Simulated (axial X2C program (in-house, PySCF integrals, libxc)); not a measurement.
# Linear BrBBr at several levels

How do method and spin–orbit coupling move the bonds and stretches of BrBBr, held linear?

Program: an in-house X2C program for linear molecules on PySCF integrals. Level of theory: all-electron X2C, two-component (2c) or spin-free, Br dyall-av3z, B dyall-v3z. These are calculated values, not measurements.

All values are calculated.

2 further runs of the same task are left out: 2 set aside as unsound or not needed.

## Step 1: The job

task.json reads:

```json
{"zs": [35, 5, 35], "q": 0, "bas": ["dyall-av3z", "dyall-v3z", "dyall-av3z"], "r0": [1.99, 1.99], "symm": 1, "scan": ["PBE0", "HF", "BHandHLYP"], "levels": ["PBE0", "HF", "BHandHLYP"], "nst": 2}
```

Keys: zs atomic numbers; q charge; bas basis sets; r0 starting distance in Å; symm equal bonds; scan levels of the two-bond scan (MP2 follows by itself at each HF point); levels methods; nst determinants followed.

Launch:

```
python solin.py task.json out
```

Masses Br 78.918, B 11.009, Br 78.918 u.

## Step 2: Scan at PBE0, 2c

State: Ω = 1/2 (beyond evenly filled blocks: ω = 1/2). Energies above the lowest point, from the job's result record:

```
r(Br–B) (Å)  r(B–Br) (Å)  E (meV)
     1.7852       1.7852    50.55
     1.7852       1.8310    24.59
     1.7852       1.8768    48.42
     1.8310       1.7852    24.59
     1.8310       1.8310     0.00
     1.8310       1.8768    25.06
     1.8310       1.9225    89.91
     1.8768       1.7852    48.42
     1.8768       1.8310    25.06
     1.8768       1.8768    51.21
     1.9225       1.8310    89.91
     1.9225       1.9225   183.62
```

A quadratic surface with cubic terms in each bond gives the minimum at 1.829 and 1.829 Å, force constants 3.81, 3.81 and coupling 0.08 mdyn/Å.

## Step 3: Scan at HF, 2c

State: Ω = 1/2 (beyond evenly filled blocks: ω = 1/2). Energies above the lowest point, from the job's result record:

```
r(Br–B) (Å)  r(B–Br) (Å)  E (meV)
     1.7852       1.7852    98.44
     1.7852       1.8310    48.60
     1.7852       1.8768    51.51
     1.8310       1.7852    48.60
     1.8310       1.8310     0.00
     1.8310       1.8768     3.97
     1.8310       1.9225    50.41
     1.8768       1.7852    51.51
     1.8768       1.8310     3.97
     1.8768       1.8768     8.85
     1.9225       1.8310    50.41
     1.9225       1.9225   103.84
```

A quadratic surface with cubic terms in each bond gives the minimum at 1.849 and 1.849 Å, force constants 3.7, 3.7 and coupling 0.07 mdyn/Å.

## Step 4: Scan at BHandHLYP, 2c

State: Ω = 1/2 (beyond evenly filled blocks: ω = 1/2). Energies above the lowest point, from the job's result record:

```
r(Br–B) (Å)  r(B–Br) (Å)  E (meV)
     1.7852       1.7852    51.36
     1.7852       1.8310    24.92
     1.7852       1.8768    48.32
     1.8310       1.7852    24.92
     1.8310       1.8310     0.00
     1.8310       1.8768    24.74
     1.8310       1.9225    89.30
     1.8768       1.7852    48.32
     1.8768       1.8310    24.74
     1.8768       1.8768    50.65
     1.9225       1.8310    89.30
     1.9225       1.9225   182.59
```

A quadratic surface with cubic terms in each bond gives the minimum at 1.830 and 1.830 Å, force constants 3.8, 3.8 and coupling 0.09 mdyn/Å.

## Step 5: Comparison

| level | r(Br–B) (Å) | r(B–Br) (Å) | lower stretch (cm⁻¹) | upper stretch (cm⁻¹) |
| --- | --- | --- | --- | --- |
| PBE0, 2c | 1.829 | 1.829 | 289.4 | 1108.8 |
| HF, 2c | 1.849 | 1.849 | 284.8 | 1094.8 |
| BHandHLYP, 2c | 1.830 | 1.830 | 289.4 | 1107.1 |
| MP2, 2c | 1.828 | 1.828 | 295.0 | 1126.6 |
| PBE0, spin-free | 1.829 | 1.829 | 289.3 | 1108.8 |
| HF, spin-free | 1.850 | 1.850 | 284.7 | 1095.0 |
| BHandHLYP, spin-free | 1.830 | 1.830 | 289.3 | 1107.1 |
| MP2, spin-free | 1.828 | 1.828 | 294.8 | 1126.3 |

Scans not shown above were run alike.

What this shows: Over the levels the Br–B bond spans 1.828 to 1.850 Å and the B–Br bond 1.828 to 1.850 Å. At PBE0 spin–orbit coupling leaves both bonds unchanged to 0.001 Å. Each state is one determinant, the lowest of a limited PBE0 search; the stretches come from a fit to few points and are good to some per cent at best. The stretches are sorted by size, and where the two bonds are alike the symmetric and antisymmetric modes can swap order between levels. MP2 freezes inner shells (threshold -2 hartree). The molecule was held linear; bending was not examined, so a bent shape may lie lower. Note: functional without a current term on a determinant with orbital currents, of the molecule or an atom.
